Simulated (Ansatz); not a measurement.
# ZnCl radical: up Jacob's ladder to CCSD(T)

An exercise on one series of results from a longer session: the logs are not shown, and one member is left open.

Program: Ansatz 0.2.0, Gaussian basis. Level of theory: functionals in def2-TZVPP, the program's frozen cores in correlated methods. These are calculated values, not measurements.

Levels to be run: LDA (SPW92), PBE-D4, revPBE-D4, BLYP-D4, r2SCAN-D4, B97M-V, PBE0-D4, B3LYP-D4, r2SCANh-D4, r2SCAN0-D4, HSE06-D4, BHLYP-D4, CAM-B3LYP-D4, LC-ωPBE, ωB97X-V, ωB97M-V, B2PLYP, PBE-QIDH; CCSD(T)/def2-SVP; CCSD(T)/def2-TZVPP; CCSD(T)/def2-QZVPP; extrapolation to the limit; RPA on PBE.

## The geometry

The geometry comes from an earlier relaxation with PBE0-D4 in a triple-zeta def2 set; it is a stationary point.

SMILES `[Cl][Zn]`, 2 atoms, charge 0, spin multiplicity 2.

Atoms are counted from 1 here; the program's logs count them from 0.

Bond lengths: Cl1–Zn2 2.159 Å.

As a file:

```xyz
2

Cl   -0.9051    0.2737   -0.4746
Zn    0.9345   -0.3339    0.4786
```

The first run:

in.yaml

```yaml
crystal:
  periodic: [false, false, false]
  atoms:
    - {symbol: Cl, position_ang: [-0.905120, 0.273743, -0.474600]}
    - {symbol: Zn, position_ang: [0.934520, -0.333943, 0.478600]}
basis:
  gaussian: {orbitals: def2-TZVPP}
magnetization: {spin_polarized: true, initial_magnetization: 1}
hamiltonian: {xc: lda}
output: {orbitals: {seedname: orbitals}}
```

Run with:

```
> ansatz run in.yaml --threads 2 --pin off --events-out ev --progress --plain --max-ram 32768MiB --backend cpu
```

Among the steps run: LDA; PBE-D4 (GGA); revPBE-D4 (GGA); BLYP-D4 (GGA); r2SCAN-D4 (meta-GGA); B97M-V (meta-GGA); PBE0-D4 (hybrid); B3LYP-D4 (hybrid); r2SCANh-D4 (hybrid); r2SCAN0-D4 (hybrid); HSE06-D4 (hybrid); BHLYP-D4 (hybrid); CAM-B3LYP-D4 (range-separated); LC-ωPBE (range-separated); ωB97X-V (range-separated); ωB97M-V (range-separated); B2PLYP (double hybrid); PBE-QIDH (double hybrid).

One of the session's tables, all rows but one given; the rest of the session is left out.

It belongs to the step «Orbital energies across the functionals». 

```
  functional  HOMO (eV)  LUMO (eV)  gap (eV)
 LDA (SPW92)      -5.81      -4.90      0.91
      PBE-D4      -5.68      -4.55      1.12
   revPBE-D4      -5.63      -4.43      1.20
     BLYP-D4          ?          ?         ?
   r2SCAN-D4      -6.06      -4.16      1.90
      B97M-V      -5.62      -4.68      0.95
     PBE0-D4      -6.61      -3.54      3.07
    B3LYP-D4      -6.42      -4.07      2.35
  r2SCANh-D4      -6.39      -3.83      2.56
  r2SCAN0-D4      -6.89      -3.37      3.52
    HSE06-D4      -6.21      -3.91      2.29
    BHLYP-D4      -7.37      -2.88      4.49
CAM-B3LYP-D4      -7.83      -2.83      5.00
     LC-ωPBE      -9.13      -1.25      7.88
     ωB97X-V      -8.64      -1.51      7.13
     ωB97M-V      -8.63      -1.82      6.80
```

**Question.** Estimate the row for BLYP-D4.

Worked estimate for «HOMO (eV)». Against the share of exact exchange, B3LYP-D4 (0.2, -6.42), BHLYP-D4 (0.5, -7.37) give a slope of -3.17 per unit share; at 0 the line stands at -5.79.

**Answer.** HOMO (eV): -5.52; LUMO (eV): -4.66; gap (eV): 0.85. In «HOMO (eV)» the line misses by -0.27.
